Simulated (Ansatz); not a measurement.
# BFH4O2: the cost of one run

Program: Ansatz 0.2.0. Level of theory: RKS B3LYP-D4/def2-SVP. These are calculated values, not measurements.

## Step 1: The structure to begin with

Bond lengths: B1–F2 1.670 Å, B1–O3 1.410 Å, O3–H4 1.010 Å, B1–H5 1.190 Å, B1–O6 1.710 Å, O6–H7 1.010 Å, F2–H8 1.041 Å, O6–H8 1.132 Å. Angles: B1–F2–H8 80.7°, F2–B1–O3 120.0°, F2–B1–H5 120.0°, F2–B1–O6 71.6°, O3–B1–H5 120.0°, O3–B1–O6 96.8°, H5–B1–O6 101.3°, B1–O3–H4 109.5°, B1–O6–H7 109.5°, B1–O6–H8 76.7°, H7–O6–H8 40.8°, F2–H8–O6 131.0°.

Coordinates:

```xyz
8

B     0.0000    0.0000    0.0000
F     0.0000    0.0000    1.6700
O     1.2211    0.0000   -0.7050
H     1.5209   -0.9519   -0.8599
H    -1.0305    0.0000   -0.5950
O     0.0766    1.6210    0.5392
H     0.4753    1.6492    1.4668
H     0.0485    1.0264    1.5024
```

## Step 2: Pulling towards end A

Springs on the bonds that form and break draw the guess towards this end; the thresholds are loose.

input.yaml reads:

```yaml
crystal:
  periodic: [false, false, false]
  atoms:
    - { symbol: B, position_ang: [0.0, 0.0, 0.0] }
    - { symbol: F, position_ang: [0.0, 0.0, 1.67] }
    - { symbol: O, position_ang: [1.2211, 0.0, -0.705] }
    - { symbol: H, position_ang: [1.5209, -0.9519, -0.8599] }
    - { symbol: H, position_ang: [-1.0305, 0.0, -0.595] }
    - { symbol: O, position_ang: [0.0766, 1.621, 0.5392] }
    - { symbol: H, position_ang: [0.4753, 1.6492, 1.4668] }
    - { symbol: H, position_ang: [0.0485, 1.0264, 1.5024] }
basis:
  gaussian: { orbitals: def2-SVP }
hamiltonian:
  xc: b3lyp
  dispersion: d4
relax:
  f_tol: 0.15
  max_steps: 25
  restrain:
    - { distance: [0, 5], at: 2.61, k: 30.0 }
    - { distance: [7, 1], at: 2.12, k: 30.0 }
    - { distance: [0, 1], at: 1.32, k: 30.0 }
    - { distance: [7, 5], at: 1.01, k: 30.0 }
```

Started as:

```
$ ansatz run input.yaml --threads 1 --pin off --max-ram 2048MiB --backend cpu --events-out ev --progress --plain --runs-dir out
```

**Question.** How long does this run take on 1 thread of Arm Neoverse V1, shared host, and how much memory does it need?

About 33 s, with a peak of 0.13 GiB.
